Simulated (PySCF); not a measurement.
**WOH₄: singlet, from a trigonal bipyramidal (ligand arrangement 2) start**

Where does singlet WOH₄ go from a trigonal bipyramidal (ligand arrangement 2) start, is the end point a minimum, and what are its modes, charges and moments?

Program: PySCF 2.14.0. Level of theory: PBE0, basis W def2-TZVP with ECP60, O def2-TZVP, H def2-TZVP, scalar-relativistic core potentials, no spin–orbit coupling, density fitting. These are calculated values, not measurements.

## (1) Where the work starts

6 atoms, charge 0, spin multiplicity 1.

Bond lengths: W1–O2 1.770 Å, W1–H3 1.690 Å, W1–H4 1.690 Å, W1–H5 1.690 Å, W1–H6 1.690 Å. Angles: O2–W1–H3 180.0°, O2–W1–H4 90.0°, O2–W1–H5 90.0°, O2–W1–H6 90.0°, H3–W1–H4 90.0°, H3–W1–H5 90.0°, H3–W1–H6 90.0°, H4–W1–H5 120.0°, H4–W1–H6 120.0°, H5–W1–H6 120.0°.

```xyz
6
charge 0 multiplicity 1
W     0.0000    0.0000    0.0000
O     0.0000    0.0000   -1.7700
H     0.0000    0.0000    1.6900
H     1.6900    0.0000    0.0000
H    -0.8450    1.4636    0.0000
H    -0.8450   -1.4636    0.0000
```

## (2) Finding the electronic state

One driver script runs all steps and calls PySCF; scf.py shows how it sets up the SCF of each step. The optimiser is the driver's own. After this first run the driver tries any further starts and a stability analysis.

scf.py

```python
from pyscf import gto, scf, dft
mol = gto.M(atom='''
W      0.000000     0.000000     0.000000
O      0.000000     0.000000    -1.770000
H      0.000000     0.000000     1.690000
H      1.690000     0.000000     0.000000
H     -0.845000     1.463600     0.000000
H     -0.845000    -1.463600     0.000000''',
    basis={'W': 'def2-TZVP', 'O': 'def2-TZVP', 'H': 'def2-TZVP'},
    ecp={'W': 'def2-TZVP'},
    charge=0, spin=0)
mf = dft.RKS(mol, xc='PBE0')
mf.grids.atom_grid = (50, 194)
aux = {'W': 'def2-universal-JKFIT', 'O': 'def2-universal-JKFIT', 'H': 'def2-universal-JKFIT'}
mf = mf.density_fit(auxbasis=aux)
mf.conv_tol = 1e-08
mf.diis_space = 10
mf.max_cycle = 60
mf.init_guess = 'minao'
mf.verbose = 4
mf.kernel()
```

The run is started by

```
OMP_NUM_THREADS=2 python axn.py task.json out
```

Log:

```text
init E= -124.611353957207
  HOMO = -0.447708957399058  LUMO = -0.282966037868685  gap/eV = 4.48288
cycle= 1 E= -144.207965736573  delta_E= -19.6  |g|= 1.31  |ddm|= 7.79
cycle= 2 E= -136.806496728754  delta_E=  7.4  |g|= 4.69  |ddm|= 3.11
  HOMO = -0.261162254172064  LUMO = -0.120768108698749  gap/eV = 3.82032
cycle= 3 E= -144.533466769953  delta_E= -7.73  |g|= 0.353  |ddm|= 2.78
  HOMO = -0.292949844712126  LUMO = -0.128078589567378  gap/eV = 4.48638
cycle= 4 E= -144.558284104332  delta_E= -0.0248  |g|= 0.207  |ddm|= 0.354
  HOMO = -0.296840666244425  LUMO = -0.137386319033923  gap/eV = 4.33897
cycle= 5 E= -144.567015838868  delta_E= -0.00873  |g|= 0.0616  |ddm|= 0.177
  HOMO = -0.289177338812671  LUMO = -0.127419731875687  gap/eV = 4.40165
cycle= 6 E= -144.567803788076  delta_E= -0.000788  |g|= 0.0273  |ddm|= 0.0626
  HOMO = -0.290870063327095  LUMO = -0.127958441176757  gap/eV = 4.43305
cycle= 7 E= -144.567949521917  delta_E= -0.000146  |g|= 0.00486  |ddm|= 0.0132
  HOMO = -0.29118139460758  LUMO = -0.127935877820737  gap/eV = 4.44214
cycle= 8 E= -144.567953107369  delta_E= -3.59e-06  |g|= 0.00257  |ddm|= 0.00219
  HOMO = -0.291174015793569  LUMO = -0.127919854543888  gap/eV = 4.44237
cycle= 9 E= -144.567954354616  delta_E= -1.25e-06  |g|= 0.000756  |ddm|= 0.00106
  HOMO = -0.29118146646708  LUMO = -0.127909304923888  gap/eV = 4.44286
cycle= 10 E= -144.567954476785  delta_E= -1.22e-07  |g|= 7.75e-05  |ddm|= 0.000402
  HOMO = -0.291191590010946  LUMO = -0.127912267576926  gap/eV = 4.44306
cycle= 11 E= -144.567954478452  delta_E= -1.67e-09  |g|= 1.71e-05  |ddm|= 7.49e-05
  HOMO = -0.291190198203886  LUMO = -0.12791436303909  gap/eV = 4.44296
Extra cycle  E= -144.567954477789  delta_E= 6.63e-10  |g|= 6.14e-05  |ddm|= 3.76e-05
converged SCF energy = -144.567954477789
```

This step, with its further starts and checks, needed 8.3 s of wall time on 2 threads of Arm Neoverse V1, shared host.

The starts that the driver tried:

```csv
start,energy (Eh)
the minimal-basis guess,-144.567954
a thermally smeared density,-144.567954
a smeared PBE density,-144.567954
```

The test of internal stability and the other starts found no lower closed-shell solution.

## (3) Relaxation: trigonal bipyramidal (ligand arrangement 2) start, singlet

The program finds C3v symmetry in the start, which this walk keeps.

scf.py, as its differences from that of step 2:

```diff
@@ -3,6 +3,6 @@
-W      0.000000     0.000000     0.000000
-O      0.000000     0.000000    -1.770000
-H      0.000000     0.000000     1.690000
-H      1.690000     0.000000     0.000000
-H     -0.845000     1.463600     0.000000
-H     -0.845000    -1.463600     0.000000''',
+W      0.000000     0.000000     0.130445
+O     -0.000000    -0.000000    -1.639555
+H      0.000000     0.000000     1.820445
+H      1.690010     0.000000     0.130445
+H     -0.845005     1.463591     0.130445
+H     -0.845005    -1.463591     0.130445''',
@@ -19 +18,0 @@
-mf.init_guess = 'minao'
```

The optimiser's trace:

```csv
step,energy (Eh),change (kJ/mol),largest symmetric gradient (Eh/bohr)
0,-144.567954,0.00,0.09974
1,-144.576080,-21.33,0.02493
2,-144.578342,-27.27,0.00709
3,-144.578468,-27.60,0.00087
4,-144.578472,-27.61,0.00012
5,-144.578472,-27.61,0.00006
```

The walk took 12 s.

Geometry (Å) and forces (eV/Å) at some steps:

```
step 0
W    0.000   0.000   0.130   0.000   0.000  -5.129
O    0.000   0.000  -1.640   0.000   0.000   2.055
H    0.000   0.000   1.820   0.001   0.000   2.492
H    1.690   0.000   0.130  -0.058   0.000   0.194
H   -0.845   1.464   0.130   0.029  -0.051   0.194
H   -0.845  -1.464   0.130   0.029   0.051   0.194
step 1
W    0.000   0.000   0.085  -0.002   0.000  -1.130
O    0.000   0.000  -1.628   0.000   0.000  -0.415
H    0.000   0.000   1.857   0.001   0.000   1.282
H    1.688   0.000   0.129  -0.028   0.000   0.088
H   -0.844   1.462   0.129   0.014  -0.025   0.088
H   -0.844  -1.462   0.129   0.014   0.025   0.088
step 3
W    0.000   0.000   0.048  -0.002   0.000  -0.013
O    0.000   0.000  -1.666   0.000   0.000  -0.029
H    0.000   0.000   1.915   0.000   0.000   0.044
H    1.685   0.000   0.135  -0.013   0.000  -0.001
H   -0.842   1.459   0.135   0.007  -0.012  -0.001
H   -0.842  -1.459   0.135   0.007   0.012  -0.001
step 5
W    0.000   0.000   0.047  -0.002   0.000   0.003
O    0.000   0.000  -1.667   0.000   0.000   0.001
H    0.000   0.000   1.918   0.000   0.000   0.000
H    1.684   0.000   0.135  -0.001   0.000  -0.001
H   -0.842   1.459   0.135   0.001  -0.001  -0.002
H   -0.842  -1.459   0.135   0.001   0.001  -0.002
```

After 5 steps and 27.6 kJ/mol it ends at C3v: W–H 1.686 Å (×3), W–H 1.870 Å, W–O 1.714 Å; H–W–H 87.0° (×3), H–W–H 119.7° (×3), H–W–O 93.0° (×3), H–W–O 180.0°.

## (4) Frequencies

On the finer grid the gradient is checked again; gradients at displacements of ±0.02 bohr then give force constants and infrared intensities.

scf.py, as its differences from that of step 3:

```diff
@@ -3,6 +3,6 @@
-W      0.000000     0.000000     0.130445
-O     -0.000000    -0.000000    -1.639555
-H      0.000000     0.000000     1.820445
-H      1.690010     0.000000     0.130445
-H     -0.845005     1.463591     0.130445
-H     -0.845005    -1.463591     0.130445''',
+W     -0.000000    -0.000000     0.123903
+O      0.000000     0.000000    -1.590570
+H     -0.000000    -0.000000     1.994343
+H      1.684189    -0.000000     0.211369
+H     -0.842094     1.458550     0.211369
+H     -0.842094    -1.458550     0.211369''',
@@ -13 +13 @@
-mf.grids.atom_grid = (50, 194)
+mf.grids.atom_grid = (75, 302)
@@ -16 +16 @@
-mf.conv_tol = 1e-08
+mf.conv_tol = 1e-10
```

The driver hands on the density of the step before, so the log starts near convergence.

Log of the central SCF (cycles and frontier levels):

```text
init E= -144.578448883021
  HOMO = -0.274887887975812  LUMO = -0.130689672812439  gap/eV = 3.92383
cycle= 1 E= -144.578448883003  delta_E= 1.78e-11  |g|= 9.19e-06  |ddm|= 1.29e-05
  HOMO = -0.274886747420148  LUMO = -0.130686937989779  gap/eV = 3.92388
Extra cycle  E= -144.578448882922  delta_E= 8.1e-11  |g|= 2.15e-05  |ddm|= 2.29e-05
converged SCF energy = -144.578448882922
```

The whole step took 41 s.

Geometry: C3v; W–H 1.686 Å (×3), W–H 1.870 Å, W–O 1.714 Å; H–W–H 87.0° (×3), H–W–H 119.7° (×3), H–W–O 93.0° (×3), H–W–O 180.0°.

Modes, for the most abundant isotopes:

```json
{"symmetry": "e", "ω (cm⁻¹)": "652i", "IR (km/mol)": "331", "type": "bend"}
{"symmetry": "a1", "ω (cm⁻¹)": "676", "IR (km/mol)": "0.5", "type": "bend"}
{"symmetry": "e", "ω (cm⁻¹)": "715", "IR (km/mol)": "8.3", "type": "bend"}
{"symmetry": "e", "ω (cm⁻¹)": "992", "IR (km/mol)": "29.8", "type": "bend"}
{"symmetry": "a1", "ω (cm⁻¹)": "1007", "IR (km/mol)": "245", "type": "stretch"}
{"symmetry": "a1", "ω (cm⁻¹)": "1703", "IR (km/mol)": "286", "type": "stretch"}
{"symmetry": "a1", "ω (cm⁻¹)": "2087", "IR (km/mol)": "9.2", "type": "stretch"}
{"symmetry": "e", "ω (cm⁻¹)": "2089", "IR (km/mol)": "181", "type": "stretch"}
```

2 modes are imaginary, the largest at 652i cm⁻¹: a saddle point, not a minimum.

Constants and moments:

- Dipole moment: 0.12 D
- Highest occupied level: -7.48 eV
- Lowest empty level: -3.56 eV
- Rotational constants: 1.966, 0.3259, 0.3259 cm⁻¹
- Zero-point energy (real modes): 78.1 kJ/mol
- Principal polarisabilities: 46.1, 46.1, 52.7 bohr³
- Atomisation energy without zero-point energy: 1695 kJ/mol
- Principal traceless quadrupole moments about the centre of mass: -11.52, 5.76, 5.76 D Å

Charges (e) and bond orders:

```
  atom  Mulliken  Löwdin  polar tensor  Mayer order to W1
    W1      0.62    0.47          1.60                  –
    O2     -0.42   -0.23         -0.79               2.26
    H3     -0.13   -0.20         -0.48               0.90
H4,5,6     -0.02   -0.02         -0.11               0.99
```

Mulliken populations on W1 (outside its core potential): s 2.87, p 6.57, d 3.86, f 0.09.

## (5) Following the imaginary mode

The start is the last point, displaced along its most imaginary mode.

The program finds C1 symmetry in the start. Threshold on the gradient: 0.0003 Eh/bohr, with a further test on the energy change.

scf.py, as its differences from that of step 4:

```diff
@@ -3,6 +3,6 @@
-W     -0.000000    -0.000000     0.123903
-O      0.000000     0.000000    -1.590570
-H     -0.000000    -0.000000     1.994343
-H      1.684189    -0.000000     0.211369
-H     -0.842094     1.458550     0.211369
-H     -0.842094    -1.458550     0.211369''',
+W      0.000809    -0.001045     0.123903
+O     -0.005436     0.007025    -1.590570
+H     -0.073436     0.094906     1.994343
+H      1.686900    -0.006905     0.215963
+H     -0.838882     1.455336     0.203932
+H     -0.835937    -1.464044     0.214214''',
@@ -13 +13 @@
-mf.grids.atom_grid = (75, 302)
+mf.grids.atom_grid = (50, 194)
@@ -16 +16 @@
-mf.conv_tol = 1e-10
+mf.conv_tol = 1e-08
```

Energy and gradient, step by step:

```csv
step,energy (Eh),change (kJ/mol),largest gradient (Eh/bohr)
0,-144.578910,0.00,0.00511
1,-144.579389,-1.26,0.00575
2,-144.580215,-3.43,0.00640
3,-144.581506,-6.81,0.00753
4,-144.583227,-11.33,0.00856
5,-144.585201,-16.52,0.00949
6,-144.587385,-22.25,0.01087
7,-144.590196,-29.63,0.01280
8,-144.594405,-40.68,0.01393
9,-144.600347,-56.28,0.01631
10,-144.607170,-74.19,0.01990
11,-144.621757,-112.49,0.02472
12,-144.628296,-129.66,0.02706
13,-144.632224,-139.97,0.03264
14,-144.634027,-144.71,0.03150
15,-144.635510,-148.60,0.00666
16,-144.635767,-149.28,0.00290
17,-144.635873,-149.56,0.00078
18,-144.635883,-149.58,0.00059
19,-144.635886,-149.59,0.00025
20,-144.635888,-149.59,0.00032
21,-144.635892,-149.60,0.00060
22,-144.635895,-149.61,0.00052
23,-144.635899,-149.62,0.00044
24,-144.635900,-149.63,0.00023
```

The walk took 50 s.

Positions (Å) and forces (eV/Å) along the way:

```
step 0
W    0.001  -0.001   0.124   0.215  -0.263   0.014
O   -0.005   0.007  -1.591  -0.128   0.158   0.048
H   -0.073   0.095   1.994  -0.106   0.129  -0.067
H    1.687  -0.007   0.216   0.003  -0.011   0.010
H   -0.839   1.455   0.204   0.006  -0.007  -0.011
H   -0.836  -1.464   0.214   0.010  -0.007   0.007
step 1
W    0.007  -0.008   0.124   0.258  -0.295   0.032
O   -0.017   0.022  -1.589  -0.161   0.188   0.018
H   -0.087   0.111   1.990  -0.157   0.182  -0.063
H    1.693  -0.015   0.215   0.025  -0.019  -0.002
H   -0.833   1.448   0.207   0.022  -0.030   0.013
H   -0.829  -1.472   0.214   0.012  -0.024   0.001
step 12
W    0.251   0.039   0.073  -1.391  -0.701   0.760
O   -0.491  -0.021  -1.422   0.025   0.271  -0.283
H   -0.842  -0.003   1.484   0.382   0.310  -0.943
H    1.988  -0.064   0.076   0.287   0.012  -0.044
H   -0.417   1.544   0.470   0.144  -0.155   0.257
H   -0.555  -1.409   0.481   0.554   0.263   0.253
step 24
W    0.217   0.006   0.024   0.010  -0.012   0.007
O   -0.553   0.017  -1.460   0.003   0.004   0.000
H   -0.948   0.058   1.257  -0.001  -0.002  -0.004
H    1.987  -0.059   0.067  -0.006   0.000  -0.005
H   -0.333   1.481   0.624  -0.006   0.003   0.001
H   -0.435  -1.417   0.650   0.000   0.006   0.001
```

End point (Cs, 24 steps, 149.6 kJ/mol gained): W–H 1.685 Å (×2), W–H 1.697 Å, W–H 1.772 Å, W–O 1.672 Å; H–W–H 59.4° (×2), H–W–H 110.4° (×2), H–W–H 118.7°, H–W–H 132.0°, H–W–O 99.1° (×2), H–W–O 109.2°.

## (6) Frequencies

As before: finer grid, then central differences.

scf.py, as its differences from that of step 5:

```diff
@@ -3,6 +3,6 @@
-W      0.000809    -0.001045     0.123903
-O     -0.005436     0.007025    -1.590570
-H     -0.073436     0.094906     1.994343
-H      1.686900    -0.006905     0.215963
-H     -0.838882     1.455336     0.203932
-H     -0.835937    -1.464044     0.214214''',
+W      0.063774    -0.001286     0.104561
+O     -0.704844     0.012108    -1.380229
+H     -1.102081     0.051744     1.336525
+H      1.833880    -0.063859     0.145113
+H     -0.486611     1.474534     0.703621
+H     -0.589653    -1.422789     0.730825''',
@@ -13 +13 @@
-mf.grids.atom_grid = (50, 194)
+mf.grids.atom_grid = (75, 302)
@@ -16 +16 @@
-mf.conv_tol = 1e-08
+mf.conv_tol = 1e-10
```

Log of the central SCF (cycles and frontier levels):

```text
init E= -144.635888551423
  HOMO = -0.309818794853921  LUMO = -0.120291556794029  gap/eV = 5.15730
cycle= 1 E= -144.635888551419  delta_E= 4.38e-12  |g|= 1.23e-06  |ddm|= 1.61e-06
  HOMO = -0.309818944019309  LUMO = -0.120291720222607  gap/eV = 5.15730
Extra cycle  E= -144.635888551418  delta_E= 4.83e-13  |g|= 2.2e-06  |ddm|= 2e-06
converged SCF energy = -144.635888551418
```

The whole step needed 76 s of wall time on 2 threads of Arm Neoverse V1, shared host.

Geometry: Cs; W–H 1.685 Å (×2), W–H 1.697 Å, W–H 1.772 Å, W–O 1.672 Å; H–W–H 59.3° (×2), H–W–H 110.4° (×2), H–W–H 118.7°, H–W–H 132.1°, H–W–O 99.1° (×2), H–W–O 109.2°.

Modes, for the most abundant isotopes:

| symmetry | ω (cm⁻¹) | IR (km/mol) | μ (u) |
| --- | --- | --- | --- |
| a'' | 203 | 135 | 1.08 |
| a' | 575 | 9.0 | 1.18 |
| a' | 678 | 23.2 | 1.03 |
| a'' | 745 | 41.8 | 1.07 |
| a' | 789 | 39.6 | 1.04 |
| a' | 943 | 76.3 | 1.05 |
| a'' | 1012 | 116 | 1.01 |
| a' | 1098 | 125 | 8.08 |
| a' | 1881 | 251 | 1.02 |
| a' | 2022 | 47.3 | 1.01 |
| a' | 2083 | 17.7 | 1.01 |
| a'' | 2084 | 104 | 1.02 |

All wavenumbers are real: a minimum.

Properties at this point:

```yaml
Dipole_moment: 1.81 D
Highest_occupied_level: -8.43 eV
Lowest_empty_level: -3.27 eV
Rotational_constants: 1.592, 0.3577, 0.3423 cm⁻¹
Zero-point_energy: 84.4 kJ/mol
Principal_polarisabilities: 45.5, 45.9, 47.6 bohr³
Atomisation_energy_without_zero-point_energy: 1846 kJ/mol
Principal_traceless_quadrupole_moments_about_the_centre_of_mass: -2.45, -0.04, 2.49 D Å
Entropy_at_298.15_K_and_1_bar: 281.1 J/(mol K)
Heat_capacity_Cp_at_298.15_K: 59.8 J/(mol K)
Enthalpy_at_298.15_K_above_0_K: 12.90 kJ/mol
Rotational_symmetry_number: 1
```

Populations by atom (charges in e):

```tsv
atom	Mulliken	Löwdin	polar tensor	Mayer order to W1
W1	0.51	0.36	1.15	–
O2	-0.41	-0.21	-0.61	2.29
H3	0.05	0.00	-0.02	0.91
H4	-0.14	-0.15	-0.33	0.95
H5,6	0.00	-0.01	-0.10	0.96
```

Mulliken populations on W1 (outside its core potential): s 2.77, p 6.61, d 4.03, f 0.08.

## (7) Would spin polarisation lower it?

At the lowest minimum the closed shell is tested against spin polarisation, on the (50, 194) grid. It is stable.

## (8) All stationary points

| spin | group | bonds | imaginary modes (cm⁻¹) | ΔE (kJ/mol) | with zero-point energy |
| --- | --- | --- | --- | --- | --- |
| singlet | Cs | W–H 1.685 Å (×2), W–H 1.697 Å, W–H 1.772 Å, W–O 1.672 Å | none | 0.0 | 0.0 |
| singlet | C3v | W–H 1.686 Å (×3), W–H 1.870 Å, W–O 1.714 Å | 652i, 652i | 150.8 | – |

## (9) Results

```
                                 quantity                                                                                                                                                     value
                                  minimum                                                                                                                                               singlet, Cs
                                 geometry  W–H 1.685 Å (×2), W–H 1.697 Å, W–H 1.772 Å, W–O 1.672 Å; H–W–H 59.3° (×2), H–W–H 110.4° (×2), H–W–H 118.7°, H–W–H 132.1°, H–W–O 99.1° (×2), H–W–O 109.2°
                       wavenumbers (cm⁻¹)                          203 (a''), 575 (a'), 678 (a'), 745 (a''), 789 (a'), 943 (a'), 1012 (a''), 1098 (a'), 1881 (a'), 2022 (a'), 2083 (a'), 2084 (a'')
                            dipole moment                                                                                                                                                    1.81 D
     highest occupied, lowest empty level                                                                                                                                           -8.43, -3.27 eV
                polar-tensor charge of W1                                                                                                                                                   +1.15 e
                        zero-point energy                                                                                                                                               84.4 kJ/mol
                      entropy at 298.15 K                                                                                                                                           281.1 J/(mol K)
atomisation energy (no zero-point energy)                                                                                                                                               1846 kJ/mol
```

What this shows: From C3v at the start the molecule goes to a Cs minimum, after a stop at a second-order saddle point 150.8 kJ/mol higher, from which it was pushed off along an imaginary mode. In the infrared the band at 1881 cm⁻¹ (a', stretch) leads. Other starts or spin states, not run here, may lie lower. With an element this heavy the missing spin–orbit coupling can shift these numbers.

The search up to here took 3.2 min.
